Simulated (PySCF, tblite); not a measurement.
**C₄H₇FOSi: geometry, infrared bands and NMR shifts**

Aim: predict the infrared bands and NMR shifts of C₄H₇FOSi (`CO[Si@@H]1CC=C1F`).

The runs use tblite 0.8.0 and PySCF 2.14.0, with density-fitted response routines of our own; the level of theory stands in each step. All values are computed, except where a source is named. Atoms are numbered from 0 throughout.

## (1) The molecule as given

14 atoms, charge 0, multiplicity 1; geometry from: force field or distance geometry start.

Bonds of the start (Å): C0–O1 1.42, O1–Si2 1.64, Si2–C3 1.89, C3–C4 1.52, C4–C5 1.35, C5–F6 1.35, C5–Si2 1.88, C0–H7 1.10, C0–H8 1.09, C0–H9 1.09, Si2–H10 1.48, C3–H11 1.10, C3–H12 1.11, C4–H13 1.10.

## (2) Optimising the geometry with GFN2-xTB

The job: settings as JSON, then the geometry in Å.

```
{"job": {"kind": "relax", "xc": "GFN2-xTB", "basis": "xTB"}, "charge": 0, "multiplicity": 1}
C      2.431200    -0.117900     0.189300
O      1.196700    -0.721600     0.566200
Si    -0.175200     0.180100     0.536700
C     -1.794400    -0.708900     0.159900
C     -1.863200     0.015600    -1.179200
C     -0.738400     0.762200    -1.156200
F     -0.193100     1.629700    -2.038500
H      2.666100     0.746700     0.835400
H      3.227900    -0.855900     0.307000
H      2.395000     0.191700    -0.857000
H     -0.238100     1.223700     1.590000
H     -1.694300    -1.807800     0.112200
H     -2.604800    -0.483400     0.881800
H     -2.616100    -0.054600    -1.974700
```

The run is started by

```
OMP_NUM_THREADS=1 python probes_run.py task.json out
```

One launch serves the whole session: the jobs run in the order shown.

**Question.** This job is followed by: GFN2-xTB harmonic vibrations, gas phase; GIAO PBE0/pcSseg-1 NMR shielding, non-relativistic, gas phase. What will the session give for the following? strongest single infrared mode (GFN2-xTB); zero-point energy (GFN2-xTB); 13C shifts against TMS (PBE0/pcSseg-1); 1H shifts against TMS (PBE0/pcSseg-1, means over atoms taken as alike); 17O shifts against H2O (PBE0/pcSseg-1); 29Si shifts against TMS (PBE0/pcSseg-1); 19F shifts against CFCl3 (PBE0/pcSseg-1); surface potential, 1st and 99th percentile.

**Answer**, as computed:

```
                                                              quantity                             value
                             strongest single infrared mode (GFN2-xTB)             2278 cm⁻¹, 309 km/mol
                                          zero-point energy (GFN2-xTB)                     62.9 kcal/mol
                                13C shifts against TMS (PBE0/pcSseg-1)      177.5, 132.2, 54.5, 14.3 ppm
1H shifts against TMS (PBE0/pcSseg-1, means over atoms taken as alike)  6.34, 5.52, 4.02, 1.46, 1.30 ppm
                                17O shifts against H2O (PBE0/pcSseg-1)                          26.9 ppm
                               29Si shifts against TMS (PBE0/pcSseg-1)                         -10.2 ppm
                              19F shifts against CFCl3 (PBE0/pcSseg-1)                         -86.8 ppm
                                 surface potential, 1st and 99th percentile                -1.04 V and 1.42 V
```

**Reading.** Over 68 steps the energy fell by 0.235 eV; of the close pairs, Si2–C3 changed most, 1.885 to 1.916 Å. All 36 modes are real, so the xTB geometry is a minimum. The strongest single mode, at 2278 cm⁻¹, moves mainly H10. GFN2-xTB is a fitted tight-binding method: band positions and strengths are rough. Its intensities can rank the bands wrongly. The most deshielded hydrogen is H13 (hydrogen on an alkene CH), at 6.34 ppm: olefinic region.
